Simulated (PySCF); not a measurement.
# C7H4FN (4-fluorobenzonitrile): the cost of one run

Programs: PySCF 2.14.0, with routines of our own; each step states its level. All values are computed. Atoms count from 0.

### 1 The starting structure

13 atoms, charge 0, multiplicity 1; geometry from: GFN2-xTB.

### 2 Relaxing the molecule at PBE0-D3(BJ)/def2-SVP

Job settings and geometry (Å):

```
{"job": {"xc": "PBE0", "basis": "def2-SVP", "d3": "d3bj", "grid": 2, "kind": "geom"}, "charge": 0, "multiplicity": 1}
N      3.527423    -0.737920    -0.467026
C      2.415150    -0.505316    -0.318840
C      1.041654    -0.217909    -0.137487
C      0.125115    -1.263087    -0.011867
C     -1.215848    -0.984670     0.162997
C     -1.621829     0.339146     0.209900
F     -2.927238     0.612392     0.378514
C     -0.728586     1.391232     0.088893
C      0.611702     1.109004    -0.084895
H      0.469629    -2.285266    -0.052515
H     -1.944649    -1.773306     0.263313
H     -1.087215     2.407465     0.132379
H      1.330304     1.908720    -0.181094
```

Run with:

```bash
OMP_NUM_THREADS=1 python excited_run.py task.json out
```

The driver reads the jobs from task.json and runs them one after another.

**Question.** How long does this first job take on 1 thread of Arm Neoverse V2, shared host, and how much memory does it need?

About 39 s, with a peak of 0.72 GiB.
